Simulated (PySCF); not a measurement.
# SiSn⁻ with other numerical set-ups

Aim: see how much the energy and properties of SiSn⁻ depend on the numerical set-up.

Method: method and basis as typed in the scripts; program: PySCF 2.14.0.

10 further runs of the same task are left out: 1 for a known fault of the program, 9 that didn't finish.

### 1 Where the work starts

SiSn⁻: 2 atoms, charge -1, spin multiplicity 2.

Bond lengths: Si1–Sn2 2.308 Å.

### 2 The base run

input.py reads:

```python
from pyscf import gto, scf, mcscf

mol = gto.M(
    atom='Si 0 0 0; Sn 0 0 2.308',
    basis='x2c-svpall',
    charge=-1,
    spin=1,
    symmetry=True,
    verbose=3,
)
mf = scf.ROHF(mol)
mf = mf.sfx2c1e()
mf.kernel()
mc = mcscf.CASSCF(mf, 6, 7)
mc.kernel()
mc.analyze()
mf.dip_moment()
print('orbital energies (hartree):', mf.mo_energy[..., max(0, mol.nelec[1]-3):mol.nelec[0]+3].round(4))
```

The run is started by

```
$ python input.py
```

The log of this run is left out.

It gives: E(SCF) = -6462.602621 Eh, E(CAS) − E(SCF) = -0.06434 Eh.

The bond length is a typed value, not an optimised one. The dipole of an ion depends on the origin.

### 3 Def2-svpd (core potential on, X2C off)

Edit 1 changes basis set: x2c-svpall → def2-svpd; core potential: off → on; spin-free X2C: on → off. The core potential changes with it: totals don't compare.

input.py reads:

```python
from pyscf import gto, scf, mcscf

mol = gto.M(
    atom='Si 0 0 0; Sn 0 0 2.308',
    basis='def2-svpd',
    ecp={'Sn': 'def2-svpd'},
    charge=-1,
    spin=1,
    symmetry=True,
    verbose=3,
)
mf = scf.ROHF(mol)
mf.kernel()
mc = mcscf.CASSCF(mf, 6, 7)
mc.kernel()
mc.analyze()
mf.dip_moment()
print('orbital energies (hartree):', mf.mo_energy[..., max(0, mol.nelec[1]-3):mol.nelec[0]+3].round(4))
```

The run is started by

```
$ python input.py
```

### 4 Cartesian functions on

Edit 2 changes Cartesian functions: off → on.

input.py: that of step 2 with these lines changed.

```diff
@@ -8,2 +8,3 @@
     symmetry=True,
+    cart=True,
     verbose=3,
```

**Question.** What will these runs give? Wanted: for each run, E(SCF); from base; after the SCF.

**Answer**, as computed:

| run | E(SCF) (hartree) | from base (eV) | functions | after the SCF |
| --- | --- | --- | --- | --- |
| base | -6462.602621 | 0 | 54 | CASSCF correlation -1.751 eV |
| def2-svpd (core potential on, X2C off) | -502.134378 | not comparable | 56 | CASSCF correlation -1.718 eV |
| Cartesian functions on | -6462.617406 | -0.4023 | n/a | CASSCF correlation -1.752 eV |

In words: Total energies from different bases, Hamiltonians or methods carry different errors, so properties are taken as differences within one set-up.
